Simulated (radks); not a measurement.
**Ce⁴⁺ in [Kr] 4d10 5s1 5p6 6s1: an all-electron calculation**

Aim: the levels, the sizes of the orbitals and the parts of the energy of the cerium ion Ce4+.

Method: Dirac Kohn-Sham, PBE, spin-unpolarised, spherical densities, finite nucleus. Code: radks (a radial shooting solver on a logarithmic mesh, Libxc functionals) version 1.

## 1. What is computed

- element: cerium (Z = 58)
- charge: +4
- electrons: 54
- configuration: [Kr] 4d10 5s1 5p6 6s1
- nuclear rms radius: 4.8771 fm

Outer shells as boxes (Hund's rule):

Ce⁴⁺
```
[Kr] core
4d [↑↓][↑↓][↑↓][↑↓][↑↓]
5s [↑ ]
5p [↑↓][↑↓][↑↓]
6s [↑ ]
```

## 2. The calculation

Input:

```text
Z 58
configuration [Kr] 4d10 5s1 5p6 6s1
relativity Dirac
functional pbe,pbe
spin unpolarised
j_filling energy
nucleus finite rms 4.8771 fm
c 137.035999084
```

**Question.** What will this run give?

The runs gave:

| quantity | value |
| --- | --- |
| total energy | -8860.1757 hartree |
| exchange-correlation share of it | 2.35 % |
| −T/E | 1.0728 |
| highest occupied level | 6s1/2, -31.684 eV |
| most extended occupied level | 6s1/2, <r> = 3.02 bohr |
| radius at density 0.001 e/bohr³ | 4.07 bohr |
| maxima of the radial density | 4 |

What this shows: 6 principal shells are occupied and 4 maxima appear in the radial density; where shells overlap, one shows as a shoulder or not at all. −T/E is 1.073: with relativity the kinetic term as defined here no longer equals −E. This is not the tabulated ground configuration, so its levels and sizes aren't those of the ground state, and no measured value stands beside it.
